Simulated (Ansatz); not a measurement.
# H₃NOTe (SMILES N[Te]O): functionals against CCSD(T) at one geometry

Aim: energy, forces and dipole at a structure displaced at random from a GFN2-xTB minimum, from CCSD(T) and from density functionals.

Computed with Ansatz 0.2.0, Gaussian basis. Level: single points in def2-TZVPP.

Correlated methods freeze the cores. Filled d shells of the heavier atoms are correlated. Core potentials replace the inner electrons past krypton, and spin-orbit coupling is left out.

## 1. Where the work starts

SMILES `N[Te]O`, 6 atoms, charge 0, spin multiplicity 1.

Atoms are counted from 1 here; the program's logs count them from 0.

Bond lengths: N1–Te2 1.838 Å, N1–H4 1.075 Å, N1–H5 0.923 Å, Te2–O3 1.983 Å, O3–H6 0.916 Å. Angles: Te2–N1–H4 128.5°, Te2–N1–H5 113.2°, H4–N1–H5 117.8°, N1–Te2–O3 111.0°, Te2–O3–H6 104.5°.

As a file:

```
N    -0.91190    0.31670   -0.56010
Te   -0.02540   -1.20090   -0.02280
O     1.69930   -0.74680    0.84330
H    -0.75140    0.90870   -1.44330
H    -1.64840    0.51120   -0.03900
H     1.46200   -0.29190    1.60240
```

## 2. CCSD(T)/def2-TZVPP

run/in.yaml reads:

```yaml
crystal:
  periodic: [false, false, false]
  atoms:
    - {symbol: N, position_ang: [-0.911900, 0.316700, -0.560100]}
    - {symbol: Te, position_ang: [-0.025400, -1.200900, -0.022800]}
    - {symbol: O, position_ang: [1.699300, -0.746800, 0.843300]}
    - {symbol: H, position_ang: [-0.751400, 0.908700, -1.443300]}
    - {symbol: H, position_ang: [-1.648400, 0.511200, -0.039000]}
    - {symbol: H, position_ang: [1.462000, -0.291900, 1.602400]}
basis:
  gaussian: {orbitals: def2-TZVPP}
correlation: {method: ccsd_t}
output: {forces: true}
```

The command line of these runs was not kept.

## 3. PBE0-D4/def2-TZVPP

run/in.yaml: that of step 2 with these lines changed.

```diff
@@ -11,3 +11,3 @@
   gaussian: {orbitals: def2-TZVPP}
-correlation: {method: ccsd_t}
-output: {forces: true}
+hamiltonian: {xc: pbe0, dispersion: d4}
+output: {forces: true, orbitals: {seedname: orbitals}}
```

## 4. wB97M-V/def2-TZVPP

run/in.yaml: that of step 3 with these lines changed.

```diff
@@ -11,3 +11,3 @@
   gaussian: {orbitals: def2-TZVPP}
-hamiltonian: {xc: pbe0, dispersion: d4}
-output: {forces: true, orbitals: {seedname: orbitals}}
+hamiltonian: {xc: {name: wB97M-V}}
+output: {forces: true}
```

## 5. r2SCAN-D4/def2-TZVPP

run/in.yaml: that of step 4 with these lines changed.

```diff
@@ -11,3 +11,3 @@
   gaussian: {orbitals: def2-TZVPP}
-hamiltonian: {xc: {name: wB97M-V}}
+hamiltonian: {xc: r2scan, dispersion: d4}
 output: {forces: true}
```

## 6. PBE-D4/def2-TZVPP

run/in.yaml: that of step 5 with these lines changed.

```diff
@@ -11,3 +11,3 @@
   gaussian: {orbitals: def2-TZVPP}
-hamiltonian: {xc: r2scan, dispersion: d4}
+hamiltonian: {xc: pbe, dispersion: d4}
 output: {forces: true}
```

## 7. revPBE-D4/def2-TZVPP

run/in.yaml: that of step 6 with these lines changed.

```diff
@@ -11,3 +11,3 @@
   gaussian: {orbitals: def2-TZVPP}
-hamiltonian: {xc: pbe, dispersion: d4}
+hamiltonian: {xc: {name: revPBE}, dispersion: d4}
 output: {forces: true}
```

## 8. LC-wPBE/def2-TZVPP

run/in.yaml: that of step 7 with these lines changed.

```diff
@@ -11,3 +11,3 @@
   gaussian: {orbitals: def2-TZVPP}
-hamiltonian: {xc: {name: revPBE}, dispersion: d4}
+hamiltonian: {xc: {name: LC-wPBE}}
 output: {forces: true}
```

(Steps that only read results are left out.)

What does the calculation give? Wanted: energy less free atoms, CCSD(T)/def2-TZVPP; RMS force component; RMS force error; HOMO and LUMO, PBE0-D4; T1 diagnostic.

As calculated:

```
                                  quantity                                                                                             value
energy less free atoms, CCSD(T)/def2-TZVPP                                                                                   -385.8 kcal/mol
                       RMS force component                                                              2.520 to 2.664 eV/Å over the methods
                           RMS force error  PBE0-D4 0.048, wB97M-V 0.048, r2SCAN-D4 0.091, PBE-D4 0.286, revPBE-D4 0.324, LC-wPBE 0.151 eV/Å
                    HOMO and LUMO, PBE0-D4                                                                                -5.81 and -0.73 eV
                             T1 diagnostic                                                                                             0.013
```

Against CCSD(T) the functionals' energies less atoms differ by -33.7 to -11.1 kcal/mol, PBE-D4 by -33.7 kcal/mol. The reference is not at the basis limit: in triple zeta CCSD(T) underbinds, which counts against methods that bind more; the gaps are no ranking. For forces wB97M-V does best and revPBE-D4 worst. Frozen-core CCSD(T) forces in triple zeta carry basis errors of their own, and this is one geometry, so small gaps rank nothing.
